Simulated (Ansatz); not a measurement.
# FGaH7NO: the cost of one run

Method: RHF/def2-SVP, in Ansatz 0.2.0.

### Step 1. The system as given

Bond lengths: Ga1–F2 2.125 Å, Ga1–H3 1.538 Å, Ga1–H4 1.527 Å, Ga1–O6 2.193 Å, O6–H9 0.955 Å, N8–H10 1.008 Å, N8–H11 1.007 Å. Angles: F2–Ga1–H3 105.1°, F2–Ga1–H4 104.8°, F2–Ga1–O6 92.5°, H3–Ga1–H4 132.0°, H3–Ga1–O6 110.3°, H4–Ga1–O6 105.0°, Ga1–O6–H9 124.4°, H10–N8–H11 111.1°.

Coordinates:

```xyz
11

Ga    0.3369   -1.7516   -0.4361
F     1.5655   -0.3987    0.6490
H     1.1203   -2.0582   -1.7231
H    -0.2767   -2.6607    0.6270
H    -0.7836    0.7497   -0.0765
O    -1.1819   -0.2162   -0.8160
H     0.9161    0.6104    0.7996
N    -0.0518    1.5254    0.7297
H    -1.4042    0.1195   -1.6820
H    -0.4863    1.6917    1.6239
H     0.2459    2.3887    0.3045
```

### Step 2. A restrained relaxation towards end A

Springs on the bonds that form and break draw the guess towards this end; the thresholds are loose.

File input.yaml:

```yaml
crystal:
  periodic: [false, false, false]
  atoms:
    - { symbol: Ga, position_ang: [0.3369, -1.7516, -0.4361] }
    - { symbol: F, position_ang: [1.5655, -0.3987, 0.649] }
    - { symbol: H, position_ang: [1.1203, -2.0582, -1.7231] }
    - { symbol: H, position_ang: [-0.2767, -2.6607, 0.627] }
    - { symbol: H, position_ang: [-0.7836, 0.7497, -0.0765] }
    - { symbol: O, position_ang: [-1.1819, -0.2162, -0.816] }
    - { symbol: H, position_ang: [0.9161, 0.6104, 0.7996] }
    - { symbol: "N", position_ang: [-0.0518, 1.5254, 0.7297] }
    - { symbol: H, position_ang: [-1.4042, 0.1195, -1.682] }
    - { symbol: H, position_ang: [-0.4863, 1.6917, 1.6239] }
    - { symbol: H, position_ang: [0.2459, 2.3887, 0.3045] }
basis:
  gaussian: { orbitals: def2-SVP }
hamiltonian:
  xc: hf
relax:
  f_tol: 0.15
  max_steps: 25
  restrain:
    - { distance: [0, 5], at: 3.18, k: 30.0 }
    - { distance: [4, 7], at: 2.32, k: 30.0 }
    - { distance: [6, 1], at: 2.18, k: 30.0 }
    - { distance: [0, 1], at: 1.79, k: 30.0 }
    - { distance: [4, 5], at: 0.97, k: 30.0 }
    - { distance: [6, 7], at: 1.02, k: 30.0 }
```

Command:

```console
$ ansatz run input.yaml --threads 2 --pin off --max-ram 3072MiB --backend cpu --events-out ev --progress --plain --runs-dir out
```

What time and memory should one allow on 2 threads of Arm Neoverse V1, shared host?

About 17 s, with a peak of 0.23 GiB.
